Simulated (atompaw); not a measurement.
# W: generating and testing a PAW (atompaw) potential

Task: generate the file, and judge it by its logarithmic derivatives, its ghosts and its cutoff.

The numbers are computed with atompaw 4.2.0.5 (PBE, scalar-relativistic, spin-unpolarised reference atom).

### Step 1. Starting point

The settings as typed:

```
element                 : tungsten (W, Z = 74)
type                    : PAW
frozen core             : [Kr] 4d10 4f14
valence charge          : 14
reference configuration : 5s2 5p6 5d5 6s1 6p0
partial waves           : 5s (bound): rc 1.40 bohr; 6s (bound): rc 1.75 bohr; 5p (bound): rc 1.85 bohr; 6p (bound, empty): rc 2.00 bohr; 5d (bound): rc 2.00 bohr; 5d channel at 1.4 Ry: rc 2.00 bohr; 5f channel at 0.05 Ry: rc 2.00 bohr; 5f channel at 2.6 Ry: rc 1.95 bohr
local potential         : troulliermartins scheme with l = 4 at -0.5 Ry, radius 1.70 bohr
core correction         : smooth core density matched at 1.60 bohr
augmentation charge     : besselshape compensation charge, radius 1.60 bohr; PAW radius 2.00 bohr; waves and projectors: custom polynom vanderbiltortho
```

### Step 2. Generating the potential

Input file W.input:

```
W 74
GGA-PBE scalarrelativistic loggrid 2001 logderivrange -8 5 326
6 6 5 4 0 0
6 0 1
6 1 0
5 2 5
0 0 0
c
c
c
c
v
v
c
c
c
v
v
c
c
v
c
3
2.00 1.60 1.70 1.60
n
n
y
1.4
n
y
0.05
y
2.6
n
custom polynom vanderbiltortho besselshape
4 -0.5 troulliermartins
1.40
1.75
1.85
2.00
2.00
2.00
2.00
1.95
PWSCFOUT
UPFDX 0.0125d0 UPFXMIN -7.d0 UPFZMESH 74.d0
END
```

Launch:

```console
$ atompaw < W.input > W.log
```

**Question.** What will these runs give? Wanted: cutoffs for 10 and 1 mRy, occupied levels; bound ghosts; largest phase difference near zero energy, channels read; lowest eigenvalue of the overlap; share of valence orbitals outside the PAW sphere; UPF file.

The runs gave:

```
                                                quantity                                      value
               cutoffs for 10 and 1 mRy, occupied levels                            35 Ry and 45 Ry
                                            bound ghosts                              f at -4.63 eV
largest phase difference near zero energy, channels read                                  3.135 rad
         lowest eigenvalue of the overlap (Bessel basis)                                  0.325 (s)
        share of valence orbitals outside the PAW sphere  5s 2 %, 6s 89 %, 5p 6 %, 6p 98 %, 5d 47 %
                                                UPF file                                    written
```

In words: It has a bound ghost (f), a state that the atom doesn't have, and that rules the file out. The potential is soft on the atom: the looser tolerance needs 35 Ry. Of the channels read, f scatters worst near zero energy, by up to 3.13 rad (at the energies tabulated). A step near π is an extra or missing state, not a misfit of shape. The pseudo curves have a pole with no partner nearby in the atom's: f at -0.34 Ry. Note that the frozen 4f shell (-31 eV) lies higher than the valence 5s shell (-77 eV). These are tests on the free atom; a crystal test is still owed.
